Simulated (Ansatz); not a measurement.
# C₁₀H₁₈ClHfN: small, medium and large basis sets

An exercise on one series of results from a longer session: the logs are not shown, and one member is left open.

Method: one geometry, several basis sets; program: Ansatz 0.2.0, Gaussian basis.

Levels to be run: PBE0-D4/def2-SVP; ωB97M-V/def2-SVP; PBE0-D4/def2-QZVPP; ωB97M-V/def2-QZVPP; the functionals' def2-TZVPP values are taken from earlier runs.

1 further run of the same task is left out (for a known fault of the program).

### The geometry

All runs share one geometry, relaxed beforehand with PBE0-D4 in a triple-zeta def2 set. Hf takes the def2 core potential; no spin-orbit term is included.

SMILES `CC[C@@]12[C@H]3[C@H]4[C@H]5[C@@H]1[Hf]4532([CH3])([Cl])[N](C)C`, 31 atoms, charge 0, spin multiplicity 1.

Atoms are counted from 1 here; the program's logs count them from 0.

Bond lengths: C1–C2 1.519 Å, C1–H14 1.092 Å, C1–H15 1.093 Å, C1–H16 1.093 Å, C2–C3 1.497 Å, C2–H17 1.097 Å, C2–H18 1.094 Å, C3–C4 1.418 Å, C3–C7 1.410 Å, C3–Hf8 2.581 Å, C4–C5 1.414 Å, C4–Hf8 2.507 Å, C4–H19 1.082 Å, C5–C6 1.408 Å, C5–Hf8 2.492 Å, C5–H20 1.080 Å, C6–C7 1.416 Å, C6–Hf8 2.502 Å and more. Angles: C2–C1–H14 110.6°, C2–C1–H15 111.1°, C2–C1–H16 111.6°, H14–C1–H15 107.7°, H14–C1–H16 107.5°, H15–C1–H16 108.1°, C1–C2–C3 114.5°, C1–C2–H17 109.3°, C1–C2–H18 109.7°, C3–C2–H17 108.1°, C3–C2–H18 108.8°, H17–C2–H18 106.1°, C2–C3–C4 125.6°, C2–C3–C7 127.5°, C2–C3–Hf8 122.3°, C4–C3–C7 106.9°, C4–C3–Hf8 71.0°, C7–C3–Hf8 72.8° and more.

As a file:

```
C    -3.19080    0.70382    1.83930
C    -1.87780    1.38111    2.19334
C    -0.90798    1.48927    1.05801
C     0.49971    1.60105    1.18288
C     1.06281    1.75444   -0.10506
C     0.00934    1.69327   -1.03681
C    -1.20114    1.52705   -0.32026
Hf    0.19954   -0.58130   -0.01286
C    -1.28588   -1.39101   -1.47406
Cl   -0.18839   -1.77844    2.01335
N     1.95104   -1.27646   -0.76464
C     2.32424   -1.00711   -2.13072
C     3.01874   -1.89284   -0.01611
H    -3.84888    0.66420    2.70928
H    -3.02634   -0.32169    1.49990
H    -3.72187    1.24167    1.05043
H    -2.07985    2.39243    2.56651
H    -1.39743    0.84470    3.01641
H     1.04570    1.58485    2.11639
H     2.11245    1.86862   -0.33230
H     0.10201    1.75775   -2.11177
H    -2.18067    1.43950   -0.76480
H    -1.11454   -2.47200   -1.55753
H    -2.32483   -1.24554   -1.15956
H    -1.19451   -0.96960   -2.48151
H     3.20099   -0.34423   -2.19540
H     1.50464   -0.52996   -2.67767
H     2.56969   -1.93346   -2.66901
H     3.91704   -1.25733    0.01272
H     2.71059   -2.08903    1.01348
H     3.31237   -2.85375   -0.46199
```

Set-up of the first run:

in.yaml reads:

```yaml
crystal:
  periodic: [false, false, false]
  atoms:
    - {symbol: C, position_ang: [-3.190796, 0.703817, 1.839305]}
    - {symbol: C, position_ang: [-1.877797, 1.381107, 2.193344]}
    - {symbol: C, position_ang: [-0.907983, 1.489268, 1.058008]}
    - {symbol: C, position_ang: [0.499709, 1.601046, 1.182883]}
    - {symbol: C, position_ang: [1.062809, 1.754441, -0.105061]}
    - {symbol: C, position_ang: [0.009338, 1.693274, -1.036811]}
    - {symbol: C, position_ang: [-1.201135, 1.527049, -0.320262]}
    - {symbol: Hf, position_ang: [0.199539, -0.581305, -0.012858]}
    - {symbol: C, position_ang: [-1.285875, -1.391010, -1.474056]}
    - {symbol: Cl, position_ang: [-0.188388, -1.778439, 2.013348]}
    - {symbol: N, position_ang: [1.951036, -1.276460, -0.764638]}
    - {symbol: C, position_ang: [2.324241, -1.007115, -2.130718]}
    - {symbol: C, position_ang: [3.018743, -1.892842, -0.016106]}
    - {symbol: H, position_ang: [-3.848880, 0.664200, 2.709277]}
    - {symbol: H, position_ang: [-3.026343, -0.321686, 1.499897]}
    - {symbol: H, position_ang: [-3.721873, 1.241671, 1.050434]}
    - {symbol: H, position_ang: [-2.079845, 2.392429, 2.566512]}
    - {symbol: H, position_ang: [-1.397431, 0.844701, 3.016408]}
    - {symbol: H, position_ang: [1.045700, 1.584851, 2.116387]}
    - {symbol: H, position_ang: [2.112445, 1.868625, -0.332299]}
    - {symbol: H, position_ang: [0.102015, 1.757746, -2.111770]}
    - {symbol: H, position_ang: [-2.180674, 1.439500, -0.764796]}
    - {symbol: H, position_ang: [-1.114538, -2.471997, -1.557526]}
    - {symbol: H, position_ang: [-2.324830, -1.245544, -1.159563]}
    - {symbol: H, position_ang: [-1.194511, -0.969596, -2.481510]}
    - {symbol: H, position_ang: [3.200993, -0.344234, -2.195403]}
    - {symbol: H, position_ang: [1.504637, -0.529964, -2.677668]}
    - {symbol: H, position_ang: [2.569689, -1.933457, -2.669010]}
    - {symbol: H, position_ang: [3.917043, -1.257330, 0.012718]}
    - {symbol: H, position_ang: [2.710594, -2.089030, 1.013483]}
    - {symbol: H, position_ang: [3.312367, -2.853750, -0.461989]}
basis:
  gaussian: {orbitals: def2-SVP}
hamiltonian: {xc: pbe0, dispersion: d4}
output: {orbitals: {seedname: orbitals}}
```

Command:

```console
> ansatz run in.yaml --threads 11 --pin off --events-out ev --progress --plain --max-ram 120832MiB --backend cuda --devices 0, --max-vram 75GiB
```

Among the steps run: PBE0-D4 in def2-SVP; ωB97M-V in def2-SVP; PBE0-D4 in def2-QZVPP; ωB97M-V in def2-QZVPP.

One table of the session follows, with a row left open; its other results are not shown here.

It belongs to the step «Density functionals: the series». 

| functional | basis | HOMO (eV) |
| --- | --- | --- |
| PBE0-D4 | def2-SVP | -6.26 |
| PBE0-D4 | def2-TZVPP | -6.26 |
| PBE0-D4 | def2-QZVPP | ? |
| ωB97M-V | def2-SVP | -8.44 |
| ωB97M-V | def2-TZVPP | -8.44 |
| ωB97M-V | def2-QZVPP | -8.46 |

**Question.** Estimate the row for PBE0-D4, def2-QZVPP.

As computed: HOMO (eV): -6.28. In the column «HOMO (eV)» it lies between ωB97M-V, def2-TZVPP (-8.44) and PBE0-D4, def2-SVP (-6.26).
